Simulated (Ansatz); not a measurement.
# Ga3As3CO: the cost of one run

Computed with Ansatz 0.2.0 (DFT PBE+D3(BJ), scalar-relativistic, plane waves, PAW, unless a step's input says otherwise).

1 further run of the same task is left out (set aside as unsound or not needed).

## (1) The system as given

Symmetry: Pm, No. 6, monoclinic system. Conventional cell: a = 5.676 Å, b = 4.014 Å, c = 23.335 Å, α = 90.00°, β = 90.00°, γ = 90.00°. Around Ga (site symmetry m) lie 3 As at 2.46 to 2.55 Å. Around As (site symmetry m) lie 3 Ga at 2.46 to 2.49 Å. Ga (site symmetry m) has 4 As at 2.48 to 2.51 Å as nearest neighbours. Around As (site symmetry m) lie 4 Ga at 2.48 to 2.55 Å. Around Ga (site symmetry m) lie 3 As at 2.46 to 2.48 Å. As (site symmetry m) has 3 Ga at 2.46 to 2.48 Å as nearest neighbours. O (site symmetry m) has 1 C at 1.15 Å as nearest neighbours. C (site symmetry m) is surrounded by 1 O at 1.15 Å.

As a file:

```cif
data_structure
_symmetry_space_group_name_H-M 'Pm'
_symmetry_Int_Tables_number 6
_cell_length_a 5.6762
_cell_length_b 4.0137
_cell_length_c 23.3353
_cell_angle_alpha 90.000
_cell_angle_beta 90.000
_cell_angle_gamma 90.000
_cell_volume 531.64
loop_
_atom_site_label
_atom_site_type_symbol
_atom_site_symmetry_multiplicity
_atom_site_Wyckoff_symbol
_atom_site_fract_x
_atom_site_fract_y
_atom_site_fract_z
_atom_site_occupancy
Ga1 Ga 1 b 0.50000 0.50000 0.17141 1
As1 As 1 a 0.25000 0.00000 0.17141 1
Ga2 Ga 1 a 0.06538 0.00000 0.26800 1
As2 As 1 b 0.81022 0.50000 0.25049 1
Ga3 Ga 1 b 0.48946 0.50000 0.32285 1
As3 As 1 a 0.28876 0.00000 0.35934 1
O1 O 1 a 0.28876 0.00000 0.50933 1
C1 C 1 a 0.28876 0.00000 0.55861 1
```

This is the geometry of the first run shown, built on a cell relaxed beforehand with the same method.

## (2) Plan of the line

Atoms count from 1 in the order of the input.

CO (O end down) is moved over the surface cell at a fixed height above a rigid substrate; the origin of the map has the adsorbate above As6; the height is held at 3.50 Å.

The axes are (1) position of O7 along the first surface vector, from above As6: 6 values from 0.000 to 0.833, periodic; (2) position of O7 along the second surface vector, from above As6: 6 values from 0.000 to 0.833, periodic.

Nothing else is relaxed. Points are written as (first, second).

The two vectors of the plane (Å): (4.014, 0.000, 0.000); (0.000, 5.676, 0.000).

## (3) The run at (0/6, 0/6) of the map's two axes

The cell repeats along c, and a dipole correction in the vacuum removes the field between the copies.

Contents of input.yaml:

```yaml
crystal:
  lattice:
    - [4.0137031111, 0.0, 0.0]
    - [0.0, 5.6762333751, 0.0]
    - [0.0, 0.0, 23.3352699083]
  atoms:
    - { symbol: Ga, position: [0.5, 0.5, 0.1714143447] }
    - { symbol: As, position: [0.0, 0.25, 0.1714143447] }
    - { symbol: Ga, position: [0.0, 0.0653835255, 0.2680035048] }
    - { symbol: As, position: [0.5, 0.8102208698, 0.2504948966] }
    - { symbol: Ga, position: [0.5, 0.4894639609, 0.3228546357] }
    - { symbol: As, position: [0.0, 0.2887573198, 0.3593388866] }
    - { symbol: O, position: [0.0, 0.2887573198, 0.5093264383] }
    - { symbol: C, position: [0.0, 0.2887573198, 0.5586080624] }
basis:
  ecutwfc: 420
kpoints:
  mp_grid: { grid: [7, 5, 1] }
hamiltonian:
  xc: pbe
  pseudopotentials: { kind: paw, azcp: { folder: soft_1 } }
  dispersion: d3bj
scf:
  occupations: { method: gaussian, width: 0.05 }
output:
  forces: true
  eigenvalues: true
efield:
  axis: 3
  dipole_correction: true
  ramp_width: 0.04
```

Run with:

```console
$ ansatz run input.yaml --threads 2 --pin off --max-ram 6144MiB --backend cpu --events-out ev --progress --plain --runs-dir out
```

**Question.** How long does this run take on 2 threads of Intel Xeon Platinum 8488C (Sapphire Rapids), shared host, and how much memory does it need?

About 17 s, with a peak of 0.91 GiB.
